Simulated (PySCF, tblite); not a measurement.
# C9H3NS4: excited states

Wanted: excited states for C9H3NS4 (`c1cc2c(s1)sc1sc3sncc3c12`).

Programs: tblite 0.8.0 and PySCF 2.14.0, with routines of our own; each step states its level. All values are computed. Atoms count from 0.

## Step 1: The starting structure

17 atoms, charge 0, multiplicity 1; geometry from: force field or distance geometry start.

## Step 2: Geometry optimisation with GFN2-xTB

What the job is given:

```
{"job": {"kind": "relax", "xc": "GFN2-xTB", "basis": "xTB"}, "charge": 0, "multiplicity": 1}
C     -3.124800    -1.026600     0.110600
C     -1.784400    -1.133900    -0.081500
C     -1.081800     0.030400     0.135100
C     -1.907500     1.084700     0.468400
S     -3.663900     0.569800     0.564300
S     -1.390500     2.576300     0.776000
C      0.299200     1.825100     0.399400
S      2.004400     2.514400     0.377900
C      2.494800     0.961900    -0.054000
S      4.240500     0.384800    -0.392000
N      3.493300    -1.068300    -0.662200
C      2.196500    -1.145500    -0.528200
C      1.532300    -0.002300    -0.169200
C      0.259000     0.471400     0.080100
H     -3.879100    -1.795600     0.010600
H     -1.359600    -2.127700    -0.346800
H      1.664800    -2.106800    -0.698300
```

Started as:

```console
OMP_NUM_THREADS=1 python excited_run.py task.json out
```

This one command runs all jobs of the session in turn.

The program printed:

```text
step      E/eV     max force
  0    -996.95555    5.012
  1    -997.96669    2.455
  2    -998.26392    1.426
  3    -998.32829    0.706
  4    -998.36694    0.301
  5    -998.37609    0.259
  6    -998.38216    0.166
  7    -998.38430    0.132
  8    -998.38604    0.100
  9    -998.38715    0.089
 10    -998.38790    0.063
 11    -998.38847    0.063
 12    -998.38894    0.060
 13    -998.38927    0.042
 14    -998.38953    0.036
 15    -998.38976    0.035
 16    -998.38997    0.041
 17    -998.39016    0.041
 18    -998.39032    0.034
 19    -998.39045    0.036
 20    -998.39057    0.035
 21    -998.39069    0.030
 22    -998.39080    0.032
 23    -998.39089    0.030
 24    -998.39099    0.031
 25    -998.39111    0.038
 26    -998.39120    0.027
 27    -998.39125    0.015
 28    -998.39128    0.011
 29    -998.39129    0.010
 30    -998.39130    0.011
 31    -998.39131    0.007
```

Run time: 0.4 s. Hardware: 1 thread of Arm Neoverse V2, shared host.

Step by step:

```tsv
step	energy from step 0 (eV)	largest force (eV/Å)
0	0.0000	5.0120
1	-1.0111	2.4551
2	-1.3084	1.4262
3	-1.3727	0.7058
4	-1.4114	0.3006
5	-1.4205	0.2593
6	-1.4266	0.1663
7	-1.4288	0.1325
8	-1.4305	0.0995
9	-1.4316	0.0888
10	-1.4323	0.0631
11	-1.4329	0.0626
12	-1.4334	0.0604
13	-1.4337	0.0422
14	-1.4340	0.0361
15	-1.4342	0.0347
16	-1.4344	0.0411
17	-1.4346	0.0414
18	-1.4348	0.0344
19	-1.4349	0.0356
20	-1.4350	0.0355
21	-1.4351	0.0302
22	-1.4352	0.0317
23	-1.4353	0.0301
24	-1.4354	0.0314
25	-1.4356	0.0381
26	-1.4357	0.0274
27	-1.4357	0.0153
28	-1.4357	0.0112
29	-1.4357	0.0103
30	-1.4357	0.0108
31	-1.4358	0.0073
```

Distances of close pairs at the start and the end, largest changes first:

```tsv
bond	before (Å)	after (Å)	change (Å)
C8–S9	1.869	1.718	-0.151
S5–C6	1.887	1.738	-0.149
C3–S5	1.608	1.735	+0.126
C3–S4	1.833	1.720	-0.112
C6–S7	1.839	1.743	-0.097
S7–C8	1.684	1.730	+0.046
C12–C13	1.381	1.423	+0.042
C1–C2	1.377	1.417	+0.040
```

The end geometry stands in the next job.

## Step 3: Harmonic vibrations with GFN2-xTB

What the job is given:

```
{"job": {"kind": "ir", "xc": "GFN2-xTB", "basis": "xTB"}, "charge": 0, "multiplicity": 1}
C     -3.107781    -1.051525     0.102302
C     -1.771677    -1.174888    -0.080120
C     -1.091567     0.049470     0.135704
C     -1.970552     1.069076     0.480870
S     -3.609306     0.548829     0.543577
S     -1.226951     2.610064     0.766522
C      0.307260     1.874026     0.414240
S      1.907463     2.563857     0.397451
C      2.519229     1.007415    -0.046519
S      4.073260     0.354779    -0.380934
N      3.467015    -1.140152    -0.671537
C      2.171119    -1.197699    -0.537419
C      1.545188     0.011684    -0.174819
C      0.246632     0.526765     0.097245
H     -3.858397    -1.810533     0.006012
H     -1.284262    -2.091805    -0.355268
H      1.676331    -2.137333    -0.707219
```

The program printed:

```text
mode    cm-1     km/mol
  1      73.7      0.68
  2      93.1      0.60
  3     137.3      0.35
  4     165.2      0.09
  5     206.1      0.44
  6     265.7      0.92
  7     300.2      0.07
  8     304.8      0.27
  9     319.0      2.04
 10     377.6      0.44
 11     399.0      0.32
 12     423.2      0.05
 13     458.8      5.36
 14     485.9      1.30
 15     513.3      4.49
 16     522.9      0.62
 17     592.8      0.17
 18     644.7      1.73
 19     661.2      3.80
 20     687.5      4.61
 21     720.8      1.12
 22     738.6      5.22
 23     750.3     13.58
 24     787.6     58.11
 25     819.1     66.89
 26     819.3      0.43
 27     824.6      7.83
 28     945.6      8.45
 29    1011.4     16.86
 30    1050.7      6.07
 31    1061.9      6.44
 32    1080.5      0.97
 33    1122.1      0.65
 34    1172.1      5.16
 35    1247.5     13.58
 36    1353.4     42.21
 37    1378.8      7.91
 38    1389.4     13.89
 39    1452.9      0.31
 40    1475.9     28.43
 41    1511.7     18.03
 42    1559.8      1.62
 43    3128.2      5.99
 44    3141.1      6.23
 45    3166.1      4.44
```

It took 1.2 s on 1 thread of Arm Neoverse V2, shared host.

Which atoms move in the most intense modes:

```tsv
cm⁻¹	km/mol	atoms
750	13.6	H14 72 %, C0 10 %
788	58.1	N10 55 %, S9 10 %
819	66.9	C0 50 %, S4 12 %
1011	16.9	C6 70 %
1353	42.2	C12 51 %, C8 32 %
1389	13.9	C2 35 %, C3 25 %
1476	28.4	C11 48 %, N10 27 %
1512	18.0	C1 45 %, C0 35 %
```

## Step 4: Excited states: TDA B3LYP/def2-SVP

The job, as its differences from that of step 3:

```diff
@@ -1,2 +1,2 @@
-{"job": {"kind": "ir", "xc": "GFN2-xTB", "basis": "xTB"}, "charge": 0, "multiplicity": 1}
+{"job": {"kind": "states", "xc": "B3LYP", "basis": "def2-SVP", "tda": true, "soc": true, "nstates": 6, "ntriplets": 4, "nquad": 4}, "charge": 0, "multiplicity": 1}
 C     -3.107781    -1.051525     0.102302
```

Level: TDA B3LYP/def2-SVP excited states, vertical, gas phase, spin-orbit mean-field couplings.

The program printed:

```text
coarse grid: 19192 points
cycle   1  E = -1991.2214941537  dE =  3.278e+00  |g| = 4.817e-01  |ddm| = 6.166e+00
cycle   2  E = -1991.0414545490  dE =  1.800e-01  |g| = 9.317e-01  |ddm| = 2.025e+00
cycle   3  E = -1991.2810647990  dE = -2.396e-01  |g| = 1.302e-01  |ddm| = 1.528e+00
cycle   4  E = -1991.2849103692  dE = -3.846e-03  |g| = 6.121e-02  |ddm| = 2.383e-01
cycle   5  E = -1991.2857576315  dE = -8.473e-04  |g| = 2.289e-02  |ddm| = 9.951e-02
cycle   6  E = -1991.2858837125  dE = -1.261e-04  |g| = 1.083e-02  |ddm| = 4.613e-02
cycle   7  E = -1991.2859120769  dE = -2.836e-05  |g| = 1.919e-03  |ddm| = 1.349e-02
cycle   8  E = -1991.2859129239  dE = -8.469e-07  |g| = 7.031e-04  |ddm| = 3.248e-03
final grid: 174968 points
cycle   9  E = -1991.5058014326  dE = -3.743e-05  |g| = 4.895e-03  |ddm| = 5.279e-02
cycle  10  E = -1991.5057871553  dE =  1.428e-05  |g| = 8.511e-03  |ddm| = 1.682e-02
cycle  11  E = -1991.5058073327  dE = -2.018e-05  |g| = 1.482e-03  |ddm| = 1.378e-02
cycle  12  E = -1991.5058079476  dE = -6.149e-07  |g| = 3.685e-04  |ddm| = 2.551e-03
cycle  13  E = -1991.5058079809  dE = -3.325e-08  |g| = 8.364e-05  |ddm| = 5.206e-04
cycle  14  E = -1991.5058079819  dE = -9.595e-10  |g| = 5.557e-05  |ddm| = 1.575e-04
cycle  15  E = -1991.5058079825  dE = -6.808e-10  |g| = 1.807e-05  |ddm| = 7.815e-05
converged SCF energy = -1991.5058079825

Singlet excitations
state   eV       nm        f     d(h-e)  d(exc)  Lambda  PR(NTO)  |dmu|/D   mu/D   main configurations
  1   4.5348   273.4   0.03982   2.972   4.543   0.662   1.157    7.827    9.625   H->L 0.78, H->L+1 0.08
  2   4.6657   265.7   0.00092   2.379   4.739   0.610   1.514    6.401    8.188   H-1->L 0.66, H->L+1 0.15, H->L 0.11
  3   4.7825   259.2   0.01077   1.351   4.412   0.752   1.756    3.411    2.180   H->L+1 0.30, H->L+2 0.30, H-1->L+1 0.27
  4   4.9771   249.1   0.03269   0.149   4.292   0.717   1.910    0.455    2.120   H->L+1 0.30, H-1->L+1 0.24, H-1->L 0.19
  5   5.3045   233.7   0.32455   0.682   4.343   0.672   1.515                     H-1->L+2 0.75
  6   5.3401   232.2   0.00036   1.247   3.750   0.545   1.019                     H->L+3 0.94

Triplet excitations (Tamm-Dancoff)
state   eV     d(h-e)  d(exc)  Lambda  PR(NTO)   main configurations
  1   3.4724   0.376   3.142   0.731   1.385   H->L+1 0.38, H->L 0.31, H-1->L+1 0.12
  2   3.6815   0.388   3.257   0.674   1.953   H-1->L+1 0.27, H-1->L 0.26, H->L 0.21
  3   3.8507   0.864   3.339   0.655   1.262   H-1->L 0.36, H-2->L 0.25, H->L 0.17
  4   3.8911   0.633   3.540   0.736   1.430   H->L+1 0.42, H-1->L+1 0.23, H->L 0.20
S1 - T1 = 1.0624 eV

Spin-orbit couplings |<S|Hso|T>| (cm-1)
             T1       T2       T3       T4
S0        0.150    0.110    0.035    0.286
S1        0.085    0.005    0.076    0.004
S2        0.021    0.022    0.102    0.019
S3        0.067    0.038    0.017    0.048
S4        0.049    0.114    0.120    0.045
S5        0.023    0.083    0.165    0.146
S6       16.119   24.145   19.932   25.830
T1 sublevels (cm-1): 0.000 0.017 0.017   radiative rates (1/s): 0.139 2.22e-05 0.0214
```

Run time: 74 s. Hardware: 1 thread of Arm Neoverse V2, shared host; peak memory 1 GiB.

From this job:

```tsv
quantity	value
S1 less T1	1.06 eV
```

## Step 5: Summary of results

| quantity | value |
| --- | --- |
| strongest single infrared mode (GFN2-xTB) | 819 cm⁻¹, 67 km/mol |
| zero-point energy (GFN2-xTB) | 59.1 kcal/mol |
| S1 less T1 (step 4, TDA B3LYP/def2-SVP) | 1.06 eV |

No mode is imaginary among the 45: a minimum at this level. Unscaled tight-binding wavenumbers are off by several per cent, some by more. Its intensities can rank the bands wrongly. In step 4 hole and electron of S1 lie 3.0 Å apart, a charge-transfer state, which a functional without long-range exact exchange places too low; S1, its gap to T1 and the count of triplets below it are unsure. In step 4, the number of triplets below S1 is at least 4, and the largest singlet-triplet spin-orbit coupling is S6–T4, 25.83 cm⁻¹.
